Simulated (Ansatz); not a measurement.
# SrMg (NaTl type): equation of state and elastic constants

The task here is to estimate one member of a computed series from the others.

Program: Ansatz 0.2.0. Level of theory: DFT PBEsol, scalar-relativistic, plane waves, PAW. These are calculated values, not measurements.

**The structure to begin with**

The structure is cubic, space group Fd-3m (No. 227). Conventional cell: a = 8.083 Å, b = 8.083 Å, c = 8.083 Å, α = 90.00°, β = 90.00°, γ = 90.00°. Sr (site symmetry -43m) has 4 Sr at 3.50 Å and 4 Mg at 3.50 Å as nearest neighbours. Mg (site symmetry -43m) is surrounded by 4 Sr at 3.50 Å and 4 Mg at 3.50 Å.

Coordinates:

```cif
data_structure
_symmetry_space_group_name_H-M 'Fd-3m:1'
_symmetry_Int_Tables_number 227
_cell_length_a 8.0832
_cell_length_b 8.0832
_cell_length_c 8.0832
_cell_angle_alpha 90.000
_cell_angle_beta 90.000
_cell_angle_gamma 90.000
_cell_volume 528.13
loop_
_atom_site_label
_atom_site_type_symbol
_atom_site_symmetry_multiplicity
_atom_site_Wyckoff_symbol
_atom_site_fract_x
_atom_site_fract_y
_atom_site_fract_z
_atom_site_occupancy
Sr1 Sr 8 a 0.25000 0.25000 0.25000 1
Mg1 Mg 8 b 0.00000 0.00000 0.50000 1
```

This cell comes from an earlier session at PBEsol: 33.008 Å³/atom at -0.02 GPa, on a 8×8×8 mesh.

Volume factors to run: 0.980, 1.020, 0.960, 1.040.

The first run:

File input.yaml:

```yaml
crystal:
  lattice:
    - [0.0, 4.0144560436, 4.0144560436]
    - [4.0144560436, 0.0, 4.0144560436]
    - [4.0144560436, 4.0144560436, 0.0]
  atoms:
    - { symbol: Sr, position: [0.75, 0.75, 0.75] }
    - { symbol: Sr, position: [0.5, 0.5, 0.5] }
    - { symbol: Mg, position: [0.0, 0.0, 0.0] }
    - { symbol: Mg, position: [0.25, 0.25, 0.25] }
basis:
  ecutwfc: 420
  ecutrho_ratio: 4
kpoints:
  mp_grid: { grid: [8, 8, 8] }
hamiltonian:
  xc: pbesol
scf:
  occupations: { method: gaussian, width: 0.05 }
output:
  forces: true
  stress: true
  eigenvalues: true
```

Command:

```bash
$ ansatz run input.yaml --threads 4 --pin off --max-ram 4096MiB --backend cpu --events-out ev --progress --plain --runs-dir out
```

Among the steps run: Volume × 0.980; At 1.020 of the relaxed volume; Volume × 0.960; Volume × 1.040.

One of the session's tables, all rows but one given; the rest of the session is left out.

It belongs to the step «The fit». 

```
volume (Å³/atom)  energy (meV/atom)  pressure (GPa)
          31.688               3.58            0.89
          32.348                  ?               ?
          33.008               0.00           -0.02
          33.669               0.91           -0.43
          34.329               3.42           -0.80
```

Q: Estimate the row for volume (Å³/atom) = 32.348 from the others.

Worked estimate for «energy (meV/atom)». A straight line through the neighbours (31.688, 3.58) and (33.008, 0.00) gives 3.58 + (0.00 − 3.58) × (32.348 − 31.688) / (33.008 − 31.688) = 1.79; a parabola fitted to 3 rows on both sides gives 0.89.

**Answer.** energy (meV/atom): 0.85; pressure (GPa): 0.42. In «energy (meV/atom)» the line misses by +0.94 and the parabola by +0.04.
